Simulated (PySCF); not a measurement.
# TlI3: other spin states, a change of charge and excitations

How does TlI3 respond at fixed geometry? The runs cover other spin states, a change of charge and excitations. It is a constructed species; whether it can be made isn't addressed.

Method: PBE, Tl def2-SVP with ECP60, I def2-SVP with ECP28; scalar-relativistic core potentials, no spin–orbit coupling; program: PySCF 2.14.0.

3 further runs of the same task are left out: 2 for a known fault of the program, 1 that didn't finish.

### Step 1. The starting structure

4 atoms, charge 0, spin multiplicity 1.

Bond lengths: Tl1–I2 2.760 Å, Tl1–I3 2.760 Å, Tl1–I4 2.762 Å. Angles: I2–Tl1–I3 120.1°, I2–Tl1–I4 119.9°, I3–Tl1–I4 119.9°.

Geometry (Å):

```
atom    x (Å)   y (Å)    z (Å)
 Tl1   0.0898  0.0000   0.0000
  I2  -1.2880  0.0000   2.3916
  I3  -1.2880  0.0000  -2.3916
  I4   2.8518  0.0000   0.0000
```

Formal oxidation states: Tl +3. An earlier session relaxed this geometry at PBE, Tl def2-SVP with ECP60, I def2-SVP with ECP28 (singlet, point group D3h).

Its energy there is -1065.738055 Eh.

### Step 2. Multiplicity 3 at the relaxed geometry

File run.py (the lines that set the calculation):

```python
mol = gto.M(atom='''
Tl     0.08980     0.00000     0.00000
I     -1.28797     0.00000     2.39157
I     -1.28797     0.00000    -2.39157
I      2.85183     0.00000     0.00000''',
    basis={'Tl': 'def2-SVP', 'I': 'def2-SVP'},
    ecp={'Tl': 'def2-SVP', 'I': 'def2-SVP'},
    charge=0, spin=2)
mf = dft.UKS(mol, xc='PBE')
mf.grids.atom_grid = (50, 194)
mf = mf.density_fit()  # fitting sets: Tl def2-universal-JKFIT, I def2-universal-JKFIT
mf.conv_tol = 1e-08; mf.max_cycle = 55
mf.kernel(dm0)  # dm0: free metal ions and neutral atoms
```

Command:

```console
OMP_NUM_THREADS=2 python run.py
```

The log of the run:

```text
init E= -1070.8841471185
cycle= 1 E= -1059.58639172234  delta_E= 11.3  |g|= 3.01  |ddm|= 5.31
cycle= 2 E= -1015.6627817467  delta_E= 43.9  |g|= 4.65  |ddm|= 17.7
cycle= 3 E= -1058.95583880906  delta_E= -43.3  |g|= 2.34  |ddm|= 16.9
  HOMO = -0.141517365683  LUMO = -0.137605861749  gap/eV = 0.10644
cycle= 4 E= -1062.50737899566  delta_E= -3.55  |g|= 1.86  |ddm|= 5.09
  HOMO = -0.129516302042  LUMO = -0.12576768085  gap/eV = 0.10201
cycle= 5 E= -1064.53580633499  delta_E= -2.03  |g|= 0.976  |ddm|= 4.46
cycle= 6 E= -1065.31884250644  delta_E= -0.783  |g|= 0.594  |ddm|= 2.98
cycle= 7 E= -1065.64991464511  delta_E= -0.331  |g|= 0.167  |ddm|= 1.29
cycle= 8 E= -1065.6040837189  delta_E= 0.0458  |g|= 0.205  |ddm|= 0.79
cycle= 9 E= -1065.63036229539  delta_E= -0.0263  |g|= 0.165  |ddm|= 1.11
cycle= 10 E= -1065.59642087576  delta_E= 0.0339  |g|= 0.207  |ddm|= 1.14
cycle= 11 E= -1065.62417466561  delta_E= -0.0278  |g|= 0.163  |ddm|= 0.23
cycle= 12 E= -1065.66002284911  delta_E= -0.0358  |g|= 0.0759  |ddm|= 0.398
cycle= 13 E= -1065.62415175746  delta_E= 0.0359  |g|= 0.164  |ddm|= 0.392
cycle= 14 E= -1065.64110942292  delta_E= -0.017  |g|= 0.133  |ddm|= 0.175
cycle= 15 E= -1065.66860391105  delta_E= -0.0275  |g|= 0.0108  |ddm|= 0.521
cycle= 16 E= -1065.65420526686  delta_E= 0.0144  |g|= 0.0985  |ddm|= 0.362
cycle= 17 E= -1065.66838791465  delta_E= -0.0142  |g|= 0.0158  |ddm|= 0.357
cycle= 18 E= -1065.66810495385  delta_E= 0.000283  |g|= 0.0212  |ddm|= 0.134
cycle= 19 E= -1065.66876323977  delta_E= -0.000658  |g|= 0.00109  |ddm|= 0.0734
...
  HOMO = -0.173456889221  LUMO = -0.143929270436  gap/eV = 0.80349
cycle= 4 E= -1065.66875670076  delta_E= -4.34e-05  |g|= 0.00247  |ddm|= 0.0102
  HOMO = -0.173321793159  LUMO = -0.143844200267  gap/eV = 0.80213
cycle= 5 E= -1065.66876427441  delta_E= -7.57e-06  |g|= 0.000291  |ddm|= 0.00544
  HOMO = -0.173310864482  LUMO = -0.143821089742  gap/eV = 0.80246
cycle= 6 E= -1065.66876462749  delta_E= -3.53e-07  |g|= 0.000306  |ddm|= 0.00187
  HOMO = -0.173317885412  LUMO = -0.143822577906  gap/eV = 0.80261
cycle= 7 E= -1065.66876477237  delta_E= -1.45e-07  |g|= 0.000255  |ddm|= 0.00116
  HOMO = -0.173320704723  LUMO = -0.143822586513  gap/eV = 0.80268
cycle= 8 E= -1065.66876486008  delta_E= -8.77e-08  |g|= 0.000169  |ddm|= 0.000795
  HOMO = -0.17332136146  LUMO = -0.143822091089  gap/eV = 0.80272
cycle= 9 E= -1065.6687649084  delta_E= -4.83e-08  |g|= 5.34e-05  |ddm|= 0.000549
  HOMO = -0.173321918127  LUMO = -0.143821390029  gap/eV = 0.80275
cycle= 10 E= -1065.66876492045  delta_E= -1.21e-08  |g|= 3.29e-05  |ddm|= 0.000333
  HOMO = -0.173322436071  LUMO = -0.143821901143  gap/eV = 0.80275
cycle= 11 E= -1065.66876492731  delta_E= -6.86e-09  |g|= 2.2e-05  |ddm|= 0.000204
Extra cycle  E= -1065.66875816463  delta_E= 6.76e-06  |g|= 0.00214  |ddm|= 0.00831
SCF not converged.
macro= 0  E= -1065.66876493603  delta_E= -6.77139e-06  |g|= 0.00213615  1 KF 4 JK
macro= 1  E= -1065.66876493604  delta_E= -9.54969e-12  |g|= 2.38624e-05  1 KF 2 JK
macro X = 2  E=-1065.66876493604  |g|= 2.38624e-05  total 3 KF 9 JK
converged SCF energy = -1065.66876493604  <S^2> = 2.0014429  2S+1 = 3.0009617
```

Wall time 30 s (2 threads of Arm Neoverse V1, shared host).

It gives: E = -1065.668765 Eh (+1.885 eV from the relaxed state), HOMO -4.72 eV, LUMO -6.63 eV (over both spins), ⟨S²⟩ = 2.001, Mulliken charge on Tl1 +0.22 e. An empty level of one spin lies below a filled level of the other.

### Step 3. One electron removed, multiplicity 2

run.py (the lines that set the calculation): that of step 2 with these lines changed.

```diff
@@ -7,3 +7,3 @@
     ecp={'Tl': 'def2-SVP', 'I': 'def2-SVP'},
-    charge=0, spin=2)
+    charge=1, spin=1)
 mf = dft.UKS(mol, xc='PBE')
@@ -12,2 +12,2 @@
 mf.conv_tol = 1e-08; mf.max_cycle = 55
-mf.kernel(dm0)  # dm0: free metal ions and neutral atoms
+mf.kernel(dm0)  # dm0: the density of the relaxed state
```

Command:

```console
OMP_NUM_THREADS=2 python run.py
```

The log of the run:

```text
init E= -1065.73963049696
  HOMO = -0.245517388844  LUMO = -0.24313586736  gap/eV = 0.06480
cycle= 1 E= -1065.39858614066  delta_E= 0.341  |g|= 0.114  |ddm|= 0.805
cycle= 2 E= -1065.3720253803  delta_E= 0.0266  |g|= 0.17  |ddm|= 1.25
  HOMO = -0.396106848382  LUMO = -0.393616218869  gap/eV = 0.06777
cycle= 3 E= -1065.23737559483  delta_E= 0.135  |g|= 0.355  |ddm|= 1.24
  HOMO = -0.41545217063  LUMO = -0.412785213663  gap/eV = 0.07257
cycle= 4 E= -1065.37461664857  delta_E= -0.137  |g|= 0.156  |ddm|= 0.593
  HOMO = -0.416351158005  LUMO = -0.413455255039  gap/eV = 0.07880
cycle= 5 E= -1065.40503099148  delta_E= -0.0304  |g|= 0.0597  |ddm|= 0.341
  HOMO = -0.413191736544  LUMO = -0.411983550897  gap/eV = 0.03288
cycle= 6 E= -1065.37792268984  delta_E= 0.0271  |g|= 0.148  |ddm|= 0.326
  HOMO = -0.413560395442  LUMO = -0.412444140516  gap/eV = 0.03037
cycle= 7 E= -1065.39336498576  delta_E= -0.0154  |g|= 0.108  |ddm|= 0.152
  HOMO = -0.413421895626  LUMO = -0.412401097063  gap/eV = 0.02778
cycle= 8 E= -1065.39196891308  delta_E= 0.0014  |g|= 0.113  |ddm|= 0.0181
  HOMO = -0.41378913864  LUMO = -0.412430376921  gap/eV = 0.03697
cycle= 9 E= -1065.4022619329  delta_E= -0.0103  |g|= 0.0736  |ddm|= 0.13
  HOMO = -0.414286654213  LUMO = -0.412362266391  gap/eV = 0.05237
cycle= 10 E= -1065.40775586616  delta_E= -0.00549  |g|= 0.0375  |ddm|= 0.324
  HOMO = -0.414254216635  LUMO = -0.412358252368  gap/eV = 0.05159
cycle= 11 E= -1065.40763658982  delta_E= 0.000119  |g|= 0.0387  |ddm|= 0.184
...
  HOMO = -0.414294576182  LUMO = -0.312528494521  gap/eV = 2.76920
cycle= 6 E= -1065.40967052351  delta_E= -2.28e-06  |g|= 0.000319  |ddm|= 0.0031
  HOMO = -0.414368121477  LUMO = -0.312524736443  gap/eV = 2.77130
cycle= 7 E= -1065.40967060602  delta_E= -8.25e-08  |g|= 0.000406  |ddm|= 0.00141
  HOMO = -0.414408153751  LUMO = -0.312522084911  gap/eV = 2.77246
cycle= 8 E= -1065.40967071459  delta_E= -1.09e-07  |g|= 0.000337  |ddm|= 0.000888
  HOMO = -0.414416237917  LUMO = -0.312522580429  gap/eV = 2.77267
cycle= 9 E= -1065.40967079337  delta_E= -7.88e-08  |g|= 0.000245  |ddm|= 0.000597
  HOMO = -0.414429258641  LUMO = -0.312525115128  gap/eV = 2.77295
cycle= 10 E= -1065.40967085863  delta_E= -6.53e-08  |g|= 8.23e-05  |ddm|= 0.000446
  HOMO = -0.414430430139  LUMO = -0.312524036574  gap/eV = 2.77301
cycle= 11 E= -1065.40967086885  delta_E= -1.02e-08  |g|= 3.24e-05  |ddm|= 0.000207
  HOMO = -0.414432178152  LUMO = -0.312524148098  gap/eV = 2.77306
cycle= 12 E= -1065.40967087129  delta_E= -2.44e-09  |g|= 9.95e-06  |ddm|= 0.000119
  HOMO = -0.414430930809  LUMO = -0.412523659299  gap/eV = 0.05190
Extra cycle  E= -1065.40967067561  delta_E= 1.96e-07  |g|= 0.000377  |ddm|= 0.00143
SCF not converged.
  HOMO = -0.414324345639  LUMO = -0.41251778618  gap/eV = 0.04916
macro= 0  E= -1065.40967087254  delta_E= -1.9693e-07  |g|= 0.00037699  1 KF 3 JK
macro= 1  E= -1065.40967087254  delta_E= -9.09495e-13  |g|= 1.26774e-05  1 KF 2 JK
macro X = 2  E=-1065.40967087254  |g|= 1.26774e-05  total 3 KF 8 JK
converged SCF energy = -1065.40967087254  <S^2> = 0.75091949  2S+1 = 2.0009193
```

It took 24 s on 2 threads of Arm Neoverse V1, shared host.

Result: E = -1065.409671 Eh (+8.936 eV from the relaxed state), HOMO -11.28 eV, LUMO -11.23 eV (over both spins), ⟨S²⟩ = 0.751, Mulliken charge on Tl1 +0.38 e. 

### Step 4. One electron added, multiplicity 2

run.py (the lines that set the calculation): that of step 3 with these lines changed.

```diff
@@ -7,3 +7,3 @@
     ecp={'Tl': 'def2-SVP', 'I': 'def2-SVP'},
-    charge=1, spin=1)
+    charge=-1, spin=1)
 mf = dft.UKS(mol, xc='PBE')
```

Command:

```console
OMP_NUM_THREADS=2 python run.py
```

The log of the run:

```text
init E= -1065.73956620313
  HOMO = -0.177374691  LUMO = -0.174846622879  gap/eV = 0.06879
cycle= 1 E= -1065.81504399393  delta_E= -0.0755  |g|= 0.13  |ddm|= 1.72
  HOMO = 0.0216978653356  LUMO = 0.032863546476  gap/eV = 0.30383
cycle= 2 E= -1065.81178944483  delta_E= 0.00325  |g|= 0.164  |ddm|= 0.819
  HOMO = -0.00387651287901  LUMO = 0.00758004696313  gap/eV = 0.31175
cycle= 3 E= -1065.82882039389  delta_E= -0.017  |g|= 0.0373  |ddm|= 0.39
  HOMO = -0.00620825167196  LUMO = 0.00544109691038  gap/eV = 0.31699
cycle= 4 E= -1065.82972913436  delta_E= -0.000909  |g|= 0.0106  |ddm|= 0.0812
  HOMO = -0.00771749195013  LUMO = 0.00410555511726  gap/eV = 0.32172
cycle= 5 E= -1065.82981267886  delta_E= -8.35e-05  |g|= 0.000759  |ddm|= 0.0237
  HOMO = -0.00773288635518  LUMO = 0.00413579468337  gap/eV = 0.32296
cycle= 6 E= -1065.82981294966  delta_E= -2.71e-07  |g|= 0.000366  |ddm|= 0.00207
  HOMO = -0.00772322657419  LUMO = 0.00415836806058  gap/eV = 0.32331
cycle= 7 E= -1065.82981303474  delta_E= -8.51e-08  |g|= 2.85e-05  |ddm|= 0.000538
  HOMO = -0.00772369440882  LUMO = 0.00415998515094  gap/eV = 0.32337
cycle= 8 E= -1065.82981303492  delta_E= -1.77e-10  |g|= 2.71e-05  |ddm|= 0.000124
  HOMO = -0.00772321832321  LUMO = 0.00416083412371  gap/eV = 0.32338
Extra cycle  E= -1065.82981303299  delta_E= 1.93e-09  |g|= 5.3e-05  |ddm|= 0.000194
converged SCF energy = -1065.82981303299  <S^2> = 0.75065271  2S+1 = 2.0006526
```

It took 3.8 s on 2 threads of Arm Neoverse V1, shared host.

Result: E = -1065.829813 Eh (-2.497 eV from the relaxed state), HOMO -0.21 eV, LUMO 0.11 eV (over both spins), ⟨S²⟩ = 0.751, Mulliken charge on Tl1 +0.17 e. 

### Step 5. Singlet excitations, Tamm-Dancoff PBE0

run.py (the lines that set the calculation): that of step 4 with these lines changed.

```diff
@@ -7,4 +7,4 @@
     ecp={'Tl': 'def2-SVP', 'I': 'def2-SVP'},
-    charge=-1, spin=1)
-mf = dft.UKS(mol, xc='PBE')
+    charge=0, spin=0)
+mf = dft.RKS(mol, xc='PBE0')
 mf.grids.atom_grid = (50, 194)
```

Command:

```console
OMP_NUM_THREADS=2 python run.py
```

The log of the run:

```text
init E= -1065.77562463118
  HOMO = -0.28784359257228  LUMO = -0.155765781092556  gap/eV = 3.59402
cycle= 1 E= -1065.77884225448  delta_E= -0.00322  |g|= 0.027  |ddm|= 0.32
  HOMO = -0.287320540107789  LUMO = -0.157440664000809  gap/eV = 3.53421
cycle= 2 E= -1065.77868912593  delta_E= 0.000153  |g|= 0.0319  |ddm|= 0.088
  HOMO = -0.287841243935706  LUMO = -0.156105271440375  gap/eV = 3.58472
cycle= 3 E= -1065.77905067223  delta_E= -0.000362  |g|= 0.00557  |ddm|= 0.0594
  HOMO = -0.287978184046848  LUMO = -0.156470910714537  gap/eV = 3.57850
cycle= 4 E= -1065.77906076858  delta_E= -1.01e-05  |g|= 0.000649  |ddm|= 0.00895
  HOMO = -0.287883457820963  LUMO = -0.156331848720463  gap/eV = 3.57970
cycle= 5 E= -1065.77906087858  delta_E= -1.1e-07  |g|= 9.81e-05  |ddm|= 0.00165
  HOMO = -0.28789847993719  LUMO = -0.156347570662176  gap/eV = 3.57968
cycle= 6 E= -1065.77906088151  delta_E= -2.93e-09  |g|= 2.48e-05  |ddm|= 0.000196
  HOMO = -0.287895896249074  LUMO = -0.156345269456017  gap/eV = 3.57967
Extra cycle  E= -1065.77906088156  delta_E= -5.59e-11  |g|= 1.93e-05  |ddm|= 6.2e-05
converged SCF energy = -1065.77906088156
```

Wall time 30 s (2 threads of Arm Neoverse V1, shared host).

It gives: E = -1065.779061 Eh, HOMO -7.83 eV, LUMO -4.25 eV, Mulliken charge on Tl1 +0.44 e. 

Singlet excitations:

```
state  energy (eV)  oscillator strength
    1         2.51               0.0000
    2         2.63               0.0000
    3         2.64               0.0000
    4         2.72               0.0277
    5         2.73               0.0280
    6         3.03               0.0049
    7         4.48               0.1099
    8         4.48               0.1098
```

### Step 6. The states side by side

| state | energy from the relaxed state (eV) | ⟨S²⟩ | time |
| --- | --- | --- | --- |
| charge 0, singlet, vacuum (relaxed) | 0 | 0.00 |  |
| charge -1, doublet, vacuum | -2.50 | 0.75 | 3.8 s |
| charge 0, triplet, vacuum | 1.89 | 2.00 | 30 s |
| charge +1, doublet, vacuum | 8.94 | 0.75 | 24 s |

An electron taken off or put on is at rest in vacuum. 

In the excitation run (PBE0), the lowest singlet lies at 2.51 eV (gaps between orbitals at other levels can't be set against it), and the brightest of the eight at 4.48 eV (f = 0.110); spin–orbit coupling would mix in triplets. Removing an electron vertically costs 8.94 eV (doublet), against −HOMO = 6.65 eV. Adding an electron vertically releases 2.50 eV (doublet). The triplet lies 1.89 eV above at this geometry. The bases are small and lack diffuse functions. Spin–orbit coupling is left out.
